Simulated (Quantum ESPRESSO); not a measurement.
# WS2 in Quantum ESPRESSO: relaxation of the atoms with PBEsol

Aim: the relaxation of the atoms of WS2 with PBEsol.

Program: Quantum ESPRESSO 7.5. These are calculated values, not measurements. Logs are shortened: lines on timing, memory, paths and dates and some standing lists are left out, and cuts for length are marked.

### 1 The sheet as given

The cell holds a sheet with vacuum, 3 atoms: a = 3.279 Å, b = 3.185 Å, c = 21.140 Å, α = 90.00°, β = 90.00°, γ = 120.98°.

The cell was built by a generator and needn't be a form met in nature.

### 2 Relaxation of the atoms, PBEsol

pw.in

```
&CONTROL
  calculation = 'relax'
  prefix = 'pwscf'
  outdir = './tmp'
  pseudo_dir = './pseudo'
  tprnfor = .true.
  disk_io = 'low'
  nstep = 40
  forc_conv_thr = 0.0004
  etot_conv_thr = 1d-05
/
&SYSTEM
  ibrav = 0
  nat = 3
  ntyp = 2
  ecutwfc = 74
  nbnd = 20
  occupations = 'smearing'
  smearing = 'gaussian'
  degauss = 0.00146997
/
&ELECTRONS
  conv_thr = 6d-10
  electron_maxstep = 120
  mixing_beta = 0.5
/
&IONS
  ion_dynamics = 'bfgs'
/
ATOMIC_SPECIES
S     32.0600 S.upf
W    183.8400 W.upf
CELL_PARAMETERS angstrom
   3.2791200000    0.0000000000    0.0000000000
  -1.6395600000    2.7305780981    0.0000000000
   0.0000000000    0.0000000000   21.1400000000
ATOMIC_POSITIONS crystal
S      0.6666666667    0.3333333333    0.4257332072
W      0.3333333333    0.6666666667    0.5000000000
S      0.6666666667    0.3333333333    0.5742667928
K_POINTS automatic
10 10 1 0 0 0
```

Potentials or basis: PseudoDojo 0.4.1 SR PBEsol standard.

The run is started by

```console
$ OMP_NUM_THREADS=1 pw.x -in pw.in > pw.out
```

pw.out:

```text
This program is part of the open-source Quantum ESPRESSO suite
     for quantum simulation of materials; please cite
[... 9 lines left out ...]
     --------------------
     sticks:   dense  smooth     PW     G-vecs:    dense   smooth      PW
     Sum         753     753    219               109783   109783   17429

     Using Slab Decomposition

     bravais-lattice index     =            0
     lattice parameter (alat)  =       6.1966  a.u.
     unit-cell volume          =    1277.3605 (a.u.)^3
     number of atoms/cell      =            3
     number of atomic types    =            2
     number of electrons       =        26.00
     number of Kohn-Sham states=           20
     kinetic-energy cutoff     =      74.0000  Ry
     charge density cutoff     =     296.0000  Ry
     scf convergence threshold =      6.0E-10
     mixing beta               =       0.5000
     number of iterations used =            8  plain     mixing
     energy convergence thresh.=      1.0E-05
     force convergence thresh. =      4.0E-04
     Exchange-correlation= PBESOL
                           (   1   4  10   8   0   0   0)
     nstep                     =           40

     celldm(1)=   6.196639  celldm(2)=   0.000000  celldm(3)=   0.000000
     celldm(4)=   0.000000  celldm(5)=   0.000000  celldm(6)=   0.000000

     crystal axes: (cart. coord. in units of alat)
               a(1) = (   1.000000   0.000000   0.000000 )
               a(2) = (  -0.500000   0.832717   0.000000 )
               a(3) = (   0.000000   0.000000   6.446852 )

     reciprocal axes: (cart. coord. in units 2 pi/alat)
               b(1) = (  1.000000  0.600444 -0.000000 )
               b(2) = (  0.000000  1.200889  0.000000 )
               b(3) = (  0.000000 -0.000000  0.155114 )

     PseudoPot. # 1 for S  read from file:
     S.upf
     Pseudo is Norm-conserving + core correction, Zval =  6.0
     Generated using ONCVPSP code by D. R. Hamann
     Using radial grid of 1146 points,  6 beta functions with:
                l(1) =   0
                l(2) =   0
                l(3) =   1
                l(4) =   1
                l(5) =   2
                l(6) =   2

     PseudoPot. # 2 for W  read from file:
     W.upf
     Pseudo is Norm-conserving + core correction, Zval = 14.0
     Generated using ONCVPSP code by D. R. Hamann
     Using radial grid of 1396 points,  8 beta functions with:
                l(1) =   0
                l(2) =   0
                l(3) =   1
                l(4) =   1
                l(5) =   2
                l(6) =   2
                l(7) =   3
                l(8) =   3

     atomic species   valence    mass     pseudopotential
     S                 6.00    32.06000     S ( 1.00)
     W                14.00   183.84000     W ( 1.00)

      4 Sym. Ops. (no inversion) found

   Cartesian axes

     site n.     atom                  positions (alat units)
         1        S      tau(   1) = (   0.5000000   0.2775722   2.7446388  )
         2        W      tau(   2) = (  -0.0000000   0.5551445   3.2234258  )
         3        S      tau(   3) = (   0.5000000   0.2775722   3.7022128  )

     number of k points=    31  Gaussian smearing, width (Ry)=  0.0015
                       cart. coord. in units 2pi/alat
        k(    1) = (   0.0000000   0.0000000   0.0000000), wk =   0.0200000
        k(    2) = (   0.0000000   0.1200889   0.0000000), wk =   0.0400000
        k(    3) = (   0.0000000   0.2401777   0.0000000), wk =   0.0400000
        k(    4) = (   0.0000000   0.3602666   0.0000000), wk =   0.0400000
        k(    5) = (   0.0000000   0.4803554   0.0000000), wk =   0.0400000
        k(    6) = (   0.0000000  -0.6004443   0.0000000), wk =   0.0200000
[... 23 lines left out ...]
        k(   30) = (  -0.5000000  -0.1801333   0.0000000), wk =   0.0800000
        k(   31) = (  -0.5000000  -0.0600444   0.0000000), wk =   0.0800000

     Dense  grid:   109783 G-vectors     FFT dimensions: (  36,  36, 225)

     Initial potential from superposition of free atoms

     starting charge      25.9995, renormalised to      26.0000

     negative rho (up, down):  2.943E-05 0.000E+00
     Starting wfcs are   18 randomized atomic wfcs +    2 random wfcs

     Self-consistent Calculation

     iteration #  1     ecut=    74.00 Ry     beta= 0.50
     Davidson diagonalization with overlap
     ethr =  1.00E-02,  avg # of iterations =  6.3

     Threshold (ethr) on eigenvalues was too large:
     Diagonalizing with lowered threshold

     Davidson diagonalization with overlap
     ethr =  3.10E-04,  avg # of iterations =  5.6

     negative rho (up, down):  1.202E-05 0.000E+00

     total energy              =    -195.90509358 Ry
     estimated scf accuracy    <       0.08970044 Ry

     iteration #  2     ecut=    74.00 Ry     beta= 0.50
     Davidson diagonalization with overlap
     ethr =  3.45E-04,  avg # of iterations =  2.3

     negative rho (up, down):  6.747E-06 0.000E+00

     total energy              =    -195.91347149 Ry
     estimated scf accuracy    <       0.02642282 Ry

     iteration #  3     ecut=    74.00 Ry     beta= 0.50
     Davidson diagonalization with overlap
     ethr =  1.02E-04,  avg # of iterations =  6.6

     negative rho (up, down):  3.524E-06 0.000E+00

     total energy              =    -195.91807834 Ry
     estimated scf accuracy    <       0.03043794 Ry

     iteration #  4     ecut=    74.00 Ry     beta= 0.50
     Davidson diagonalization with overlap
     ethr =  1.02E-04,  avg # of iterations =  1.9

     negative rho (up, down):  1.837E-07 0.000E+00

     total energy              =    -195.92211406 Ry
     estimated scf accuracy    <       0.00061753 Ry

     iteration #  5     ecut=    74.00 Ry     beta= 0.50
     Davidson diagonalization with overlap
     ethr =  2.38E-06,  avg # of iterations =  8.8

     negative rho (up, down):  7.555E-08 0.000E+00

     total energy              =    -195.92221892 Ry
     estimated scf accuracy    <       0.00012319 Ry

     iteration #  6     ecut=    74.00 Ry     beta= 0.50
     Davidson diagonalization with overlap
     ethr =  4.74E-07,  avg # of iterations =  2.0

     total energy              =    -195.92223732 Ry
     estimated scf accuracy    <       0.00000293 Ry

     iteration #  7     ecut=    74.00 Ry     beta= 0.50
     Davidson diagonalization with overlap
     ethr =  1.13E-08,  avg # of iterations =  4.0

     total energy              =    -195.92223859 Ry
     estimated scf accuracy    <       0.00000045 Ry

     iteration #  8     ecut=    74.00 Ry     beta= 0.50
     Davidson diagonalization with overlap
     ethr =  1.74E-09,  avg # of iterations =  2.0
[... 179 lines left out ...]
          k = 0.4000 0.0000 0.0000 ( 13683 PWs)   bands (ev):

   -75.0925 -39.3915 -39.2740 -39.2469 -14.1954 -13.5230  -6.4010  -5.4676
    -5.4536  -4.4812  -3.7217  -2.5992  -1.7434   1.1032   1.6159   2.2301
     3.5322   6.2297   6.4954   6.5215

          k =-0.5000-0.3002 0.0000 ( 13692 PWs)   bands (ev):

   -75.0895 -39.4826 -39.2625 -39.2303 -13.6668 -13.3630  -7.4571  -6.0709
    -5.4033  -4.2963  -3.1155  -2.2341  -1.9912   1.5610   2.1627   2.9107
     3.6260   3.8823   6.5736   6.7457

          k =-0.5000-0.1801 0.0000 ( 13702 PWs)   bands (ev):

   -75.0895 -39.4655 -39.2625 -39.2482 -13.6811 -13.3546  -7.2159  -6.1050
    -5.3558  -4.3255  -3.0857  -3.0799  -1.6672   1.4968   1.9956   3.0780
     3.2728   4.4453   6.9613   7.1315

          k =-0.5000-0.0600 0.0000 ( 13663 PWs)   bands (ev):

   -75.0895 -39.4291 -39.2857 -39.2626 -13.7036 -13.3410  -6.6993  -6.1539
    -5.2144  -4.4095  -4.1756  -2.9817  -1.5332   1.2893   1.8795   2.4879
     3.7738   5.5062   6.9905   7.3849

     the Fermi energy is    -0.6106 ev

!    total energy              =    -195.92223868 Ry
     estimated scf accuracy    <          3.3E-10 Ry
     smearing contrib. (-TS)   =      -0.00000000 Ry
     internal energy E=F+TS    =    -195.92223868 Ry

     The total energy is F=E-TS. E is the sum of the following terms:
     one-electron contribution =   -1181.72797641 Ry
     hartree contribution      =     589.91913129 Ry
     xc contribution           =     -45.50765533 Ry
     ewald contribution        =     441.39426176 Ry

     convergence has been achieved in  10 iterations

     Forces acting on atoms (cartesian axes, Ry/au):

     atom    1 type  1   force =     0.00000000    0.00462410    0.02097201
     atom    2 type  2   force =     0.00000000   -0.00924820    0.00000000
     atom    3 type  1   force =     0.00000000    0.00462410   -0.02097201

     Total force =     0.031748     Total SCF correction =     0.000059

     BFGS Geometry Optimization
     Energy error            =      1.0E-03 Ry
     Gradient error          =      2.1E-02 Ry/Bohr

     number of scf cycles    =   1
     number of bfgs steps    =   0

     energy             new  =    -195.9222386840 Ry

     new trust radius        =       0.0214757393 bohr
     new conv_thr            =       0.0000000006 Ry

ATOMIC_POSITIONS (crystal)
S                0.6671147346        0.3342294691        0.4262581792
W                0.3324371975        0.6648743951        0.5000000000
S                0.6671147346        0.3342294691        0.5737418208

     NEW-OLD atomic charge density approx. for the potential

     negative rho (up, down):  4.160E-06 0.000E+00

     Self-consistent Calculation

     iteration #  1     ecut=    74.00 Ry     beta= 0.50
     Davidson diagonalization with overlap
     ethr =  1.00E-06,  avg # of iterations =  6.9

     negative rho (up, down):  1.890E-06 0.000E+00

     total energy              =    -195.92302549 Ry
     estimated scf accuracy    <       0.00005577 Ry

     iteration #  2     ecut=    74.00 Ry     beta= 0.50
     Davidson diagonalization with overlap
     ethr =  2.15E-07,  avg # of iterations =  2.1

     negative rho (up, down):  1.446E-06 0.000E+00

     total energy              =    -195.92302754 Ry
     estimated scf accuracy    <       0.00009825 Ry

     iteration #  3     ecut=    74.00 Ry     beta= 0.50
     Davidson diagonalization with overlap
     ethr =  2.15E-07,  avg # of iterations =  2.0

     negative rho (up, down):  4.411E-07 0.000E+00

     total energy              =    -195.92304438 Ry
     estimated scf accuracy    <       0.00000409 Ry

     iteration #  4     ecut=    74.00 Ry     beta= 0.50
     Davidson diagonalization with overlap
     ethr =  1.57E-08,  avg # of iterations =  2.0

     negative rho (up, down):  9.955E-08 0.000E+00

     total energy              =    -195.92304493 Ry
     estimated scf accuracy    <       0.00000022 Ry

     iteration #  5     ecut=    74.00 Ry     beta= 0.50
     Davidson diagonalization with overlap
     ethr =  8.31E-10,  avg # of iterations =  3.5

     total energy              =    -195.92304500 Ry
     estimated scf accuracy    <       0.00000002 Ry

     iteration #  6     ecut=    74.00 Ry     beta= 0.50
     Davidson diagonalization with overlap
     ethr =  7.13E-11,  avg # of iterations =  3.9

     total energy              =    -195.92304500 Ry
     estimated scf accuracy    <          2.1E-09 Ry
[... 1051 lines left out ...]
   -75.0836 -39.4080 -39.2752 -39.2584 -14.3111 -13.5850  -6.5476  -5.5446
    -5.5219  -4.5513  -3.8180  -2.5588  -1.8253   1.1717   1.5753   2.2496
     3.6698   6.2087   6.4998   6.6678

          k =-0.5000-0.3002 0.0000 ( 13692 PWs)   bands (ev):

   -75.0805 -39.5001 -39.2635 -39.2420 -13.7823 -13.4395  -7.5674  -6.1044
    -5.4805  -4.4243  -3.0791  -2.3422  -2.0276   1.4965   2.1461   2.9981
     3.7074   3.9073   6.6190   6.8743

          k =-0.5000-0.1801 0.0000 ( 13702 PWs)   bands (ev):

   -75.0805 -39.4828 -39.2635 -39.2601 -13.7962 -13.4301  -7.3279  -6.1630
    -5.4345  -4.4247  -3.1537  -3.0457  -1.7388   1.4296   1.9943   3.1034
     3.4248   4.4881   7.0587   7.1460

          k =-0.5000-0.0600 0.0000 ( 13663 PWs)   bands (ev):

   -75.0805 -39.4462 -39.2978 -39.2635 -13.8182 -13.4148  -6.8190  -6.2491
    -5.2896  -4.4617  -4.2494  -2.9404  -1.6048   1.2469   1.8655   2.5465
     3.9090   5.5825   7.0592   7.3911

     the Fermi energy is     0.5170 ev

!    total energy              =    -195.92349693 Ry
     estimated scf accuracy    <          7.3E-13 Ry
     smearing contrib. (-TS)   =      -0.00000000 Ry
     internal energy E=F+TS    =    -195.92349693 Ry

     The total energy is F=E-TS. E is the sum of the following terms:
     one-electron contribution =   -1189.20916729 Ry
     hartree contribution      =     593.63813774 Ry
     xc contribution           =     -45.55440506 Ry
     ewald contribution        =     445.20193767 Ry

     convergence has been achieved in   6 iterations

     Forces acting on atoms (cartesian axes, Ry/au):

     atom    1 type  1   force =     0.00000000   -0.00011016    0.00002042
     atom    2 type  2   force =     0.00000000    0.00022032    0.00000000
     atom    3 type  1   force =     0.00000000   -0.00011016   -0.00002042

     Total force =     0.000271     Total SCF correction =     0.000001
     Energy error            =      4.2E-07 Ry
     Gradient error          =      2.2E-04 Ry/Bohr

     bfgs converged in   5 scf cycles and   4 bfgs steps
     (criteria: energy <  1.0E-05 Ry, force <  4.0E-04 Ry/Bohr)

     End of BFGS Geometry Optimization

     Final energy             =    -195.9234969314 Ry

Begin final coordinates

ATOMIC_POSITIONS (crystal)
S                0.6674924945        0.3349849889        0.4270752955
W                0.3316816777        0.6633633555        0.5000000000
S                0.6674924945        0.3349849889        0.5729247045
End final coordinates

=------------------------------------------------------------------------------=
   JOB DONE.
=------------------------------------------------------------------------------=
```

Wall time 19 min (1 thread of Intel Xeon Platinum 8375C at 2.90GHz (Ice Lake), shared host); peak memory 0.27 GiB.

Results:

- Free energy: -2665.6750 eV
- Energy gained by relaxing: 5.7 meV/atom
- Ionic steps: 5
- Largest force after relaxing: 0.006 eV/Å
- Band gap on the k mesh: 1.59 eV, indirect (least direct gap 1.85 eV)

Forces in eV/Å, atoms in the order of the input:
```
S    0.000 -0.003  0.001
W    0.000  0.006  0.000
S    0.000 -0.003 -0.001
```

The path:
```csv
step,energy change (eV),largest force (eV/Å)
1,0.0000,0.5522
2,-0.0110,0.3390
3,-0.0166,0.0982
4,-0.0171,0.0165
5,-0.0171,0.0057
```

Final structure:
```cif
data_structure
_symmetry_space_group_name_H-M 'P 1'
_symmetry_Int_Tables_number 1
_cell_length_a 3.2791
_cell_length_b 3.1850
_cell_length_c 21.1400
_cell_angle_alpha 90.000
_cell_angle_beta 90.000
_cell_angle_gamma 120.982
_cell_volume 189.29
loop_
_atom_site_label
_atom_site_type_symbol
_atom_site_fract_x
_atom_site_fract_y
_atom_site_fract_z
_atom_site_occupancy
S1 S 0.66749 0.33498 0.42708 1
W1 W 0.33168 0.66336 0.50000 1
S2 S 0.66749 0.33498 0.57292 1
```

Caveat: spin-orbit coupling is left out, which moves the levels of the heavy elements.
